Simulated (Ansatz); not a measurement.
# C₂H₁₀BFOSi: small, medium and large basis sets

Aim: see how fast density functionals converge with the basis set for C₂H₁₀BFOSi.

Computed with Ansatz 0.2.0, Gaussian basis. Level: one geometry, several basis sets.

Plan: PBE0-D4/def2-SVP; ωB97M-V/def2-SVP; PBE0-D4/def2-QZVPP; ωB97M-V/def2-QZVPP; the functionals' def2-TZVPP values are taken from earlier runs.

**1. The relaxed structure**

All runs share one geometry, relaxed beforehand with PBE0-D4 in a triple-zeta def2 set.

16 atoms, charge 0, spin multiplicity 1.

Atoms are counted from 1 here; the program's logs count them from 0.

Bond lengths: C1–B2 1.564 Å, C1–H7 1.098 Å, C1–H8 1.092 Å, C1–H9 1.091 Å, B2–C3 1.568 Å, B2–F4 1.346 Å, C3–H10 1.092 Å, C3–H11 1.098 Å, C3–H12 1.093 Å, O5–Si6 1.660 Å, O5–H13 0.959 Å, Si6–H14 1.478 Å, Si6–H15 1.485 Å, Si6–H16 1.488 Å. Angles: B2–C1–H7 108.5°, B2–C1–H8 112.4°, B2–C1–H9 112.7°, H7–C1–H8 107.0°, H7–C1–H9 106.8°, H8–C1–H9 109.1°, C1–B2–C3 124.9°, C1–B2–F4 117.3°, C3–B2–F4 116.9°, B2–C3–H10 112.8°, B2–C3–H11 108.4°, B2–C3–H12 112.7°, H10–C3–H11 106.3°, H10–C3–H12 109.6°, H11–C3–H12 106.7°, Si6–O5–H13 117.3°, O5–Si6–H14 105.8°, O5–Si6–H15 111.5° and more.

Coordinates:

```mol
C2H10BFOSi
  3D, bonds by distance, orders not assigned

 16 14  0  0  0  0  0  0  0  0999 V2000
   -1.4549   -1.2695   -0.1335 C   0  0
   -0.1900   -0.8337    0.6773 B   0  0
    1.1994   -1.5593    0.6290 C   0  0
   -0.3638    0.0870    1.6436 F   0  0
    0.4997    0.9628   -0.9544 O   0  0
    0.0134    2.4837   -0.5017 Si  0  0
   -1.9328   -2.1072    0.3910 H   0  0
   -2.1985   -0.4731   -0.2060 H   0  0
   -1.2102   -1.6229   -1.1365 H   0  0
    1.4600   -1.9078   -0.3727 H   0  0
    1.1442   -2.4549    1.2612 H   0  0
    2.0109   -0.9450    1.0265 H   0  0
    1.4314    0.8361   -1.1408 H   0  0
   -1.4419    2.3855   -0.2619 H   0  0
    0.7228    2.9418    0.7198 H   0  0
    0.2873    3.4538   -1.5964 H   0  0
  1  2  8  0
  1  7  8  0
  1  8  8  0
  1  9  8  0
  2  3  8  0
  2  4  8  0
  3 10  8  0
  3 11  8  0
  3 12  8  0
  5  6  8  0
  5 13  8  0
  6 14  8  0
  6 15  8  0
  6 16  8  0
M  END
```

**2. PBE0-D4 in def2-SVP**

in.yaml

```yaml
crystal:
  periodic: [false, false, false]
  atoms:
    - {symbol: C, position_ang: [-1.454924, -1.269538, -0.133514]}
    - {symbol: B, position_ang: [-0.190036, -0.833721, 0.677307]}
    - {symbol: C, position_ang: [1.199416, -1.559327, 0.629043]}
    - {symbol: F, position_ang: [-0.363794, 0.086979, 1.643633]}
    - {symbol: O, position_ang: [0.499719, 0.962847, -0.954428]}
    - {symbol: Si, position_ang: [0.013420, 2.483687, -0.501701]}
    - {symbol: H, position_ang: [-1.932846, -2.107191, 0.391020]}
    - {symbol: H, position_ang: [-2.198482, -0.473146, -0.206008]}
    - {symbol: H, position_ang: [-1.210153, -1.622906, -1.136517]}
    - {symbol: H, position_ang: [1.459980, -1.907831, -0.372743]}
    - {symbol: H, position_ang: [1.144208, -2.454856, 1.261218]}
    - {symbol: H, position_ang: [2.010872, -0.944983, 1.026465]}
    - {symbol: H, position_ang: [1.431374, 0.836078, -1.140752]}
    - {symbol: H, position_ang: [-1.441908, 2.385490, -0.261943]}
    - {symbol: H, position_ang: [0.722818, 2.941770, 0.719808]}
    - {symbol: H, position_ang: [0.287336, 3.453849, -1.596386]}
basis:
  gaussian: {orbitals: def2-SVP}
hamiltonian: {xc: pbe0, dispersion: d4}
output: {orbitals: {seedname: orbitals}}
```

Command:

```bash
$ ansatz run in.yaml --threads 4 --pin off --events-out ev --progress --plain --max-ram 11315MiB
```

Further steps of the session: ωB97M-V in def2-SVP; PBE0-D4 in def2-QZVPP; ωB97M-V in def2-QZVPP.

Q: Predict the results of all the runs planned. Wanted: PBE0-D4: double and triple zeta above quadruple; ωB97M-V: double and triple zeta above quadruple.

As calculated:

| quantity | value |
| --- | --- |
| PBE0-D4: double and triple zeta above quadruple | 12.59, 0.70 eV |
| ωB97M-V: double and triple zeta above quadruple | 12.90, 0.66 eV |

PBE0-D4 gains 11.88 eV from double to triple zeta, then 0.70 eV more. Total energies overstate the basis error of differences, where much of it tends to cancel. The LUMO of ωB97M-V is positive and keeps falling with the basis (2.20 to 1.01 eV): an unbound level that the basis holds in place.
